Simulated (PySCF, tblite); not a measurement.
**CH8B2F2Ge2: geometry, infrared bands and NMR shifts**

Aim: predict the infrared bands and NMR shifts of CH8B2F2Ge2 (`F[B](F)[GeH2][BH][CH2][GeH3]`).

The runs use tblite 0.8.0 and PySCF 2.14.0, with density-fitted response routines of our own; the level of theory stands in each step. All values are computed, except where a source is named. Atoms count from 0, in the outputs and in this text.

**1. The molecule as given**

15 atoms, charge 0, multiplicity 1; geometry from: force field or distance geometry start.

Bonds of the start (Å): F0–B1 1.45, B1–F2 1.44, B1–Ge3 2.01, Ge3–B4 2.02, B4–C5 1.59, C5–Ge6 1.94, Ge3–H7 1.54, Ge3–H8 1.56, B4–H9 1.18, C5–H10 1.11, C5–H11 1.11, Ge6–H12 1.56, Ge6–H13 1.55, Ge6–H14 1.56.

**2. Optimising the geometry with GFN2-xTB**

The job: settings as JSON, then the geometry in Å.

```
{"job": {"kind": "relax", "xc": "GFN2-xTB", "basis": "xTB"}, "charge": 0, "multiplicity": 1}
F      2.380100     0.265600     1.703800
B      2.424600     0.536900     0.276400
F      2.995800     1.770900    -0.192100
Ge     1.639900    -0.782900    -1.025400
B     -0.318000    -1.031600    -0.581700
C     -1.301200     0.218000    -0.602100
Ge    -1.959000     0.535300     1.197200
H      1.797400    -0.244100    -2.456900
H      2.377100    -2.153700    -0.885300
H     -0.723700    -2.095300    -0.267400
H     -0.759600     1.121100    -0.951100
H     -2.152200     0.011600    -1.277900
H     -2.727900    -0.721500     1.706100
H     -0.758700     0.817300     2.141200
H     -2.919100     1.760500     1.193300
```

On the command line:

```
$ OMP_NUM_THREADS=1 python probes_run.py task.json out
```

The driver reads the jobs from task.json and runs them one after another.

**Question.** This job is followed by: GFN2-xTB harmonic vibrations, gas phase; GIAO PBE0/pcSseg-1 NMR shielding, non-relativistic, gas phase. Predict these results of the whole session: strongest single infrared mode (GFN2-xTB); zero-point energy (GFN2-xTB); 13C shifts against TMS (PBE0/pcSseg-1); 1H shifts against TMS (PBE0/pcSseg-1, means over atoms taken as alike); 19F shifts against CFCl3 (PBE0/pcSseg-1, means over atoms taken as alike); 11B shifts against BF3·OEt2 (PBE0/pcSseg-1); 73Ge shifts against GeMe4 (PBE0/pcSseg-1); surface potential, 1st and 99th percentile.

**Answer**, as computed:

| quantity | value |
| --- | --- |
| strongest single infrared mode (GFN2-xTB) | 2027 cm⁻¹, 569 km/mol |
| zero-point energy (GFN2-xTB) | 53.4 kcal/mol |
| 13C shifts against TMS (PBE0/pcSseg-1) | 31.9 ppm |
| 1H shifts against TMS (PBE0/pcSseg-1, means over atoms taken as alike) | 9.02, 3.50, 3.14, 2.81 ppm |
| 19F shifts against CFCl3 (PBE0/pcSseg-1, means over atoms taken as alike) | -14.4 ppm |
| 11B shifts against BF3·OEt2 (PBE0/pcSseg-1) | 93.2, 35.0 ppm |
| 73Ge shifts against GeMe4 (PBE0/pcSseg-1) | -270, -403 ppm |
| surface potential, 1st and 99th percentile | -0.65 V and 1.43 V |

What this shows: The optimisation took 209 steps and gained 0.925 eV; among the close pairs (by a distance rule), F0–B1 changed most, from 1.454 to 1.313 Å. All 39 modes are real, so the xTB geometry is a minimum. Unscaled tight-binding wavenumbers are off by several per cent, some by more. Its intensities can rank the bands wrongly. At PBE0/pcSseg-1: The widest tensor belongs to F0, F2: span 364 ppm, with a paramagnetic part of -284 ppm. By nearest atom (PBE0/pcSseg-1), the HOMO sits on B4 28 %; Ge3 23 % and the LUMO on B4 47 %; H9 12 %. Spin-orbit coupling is left out, which matters for shieldings and couplings at and beside the heavy atoms.
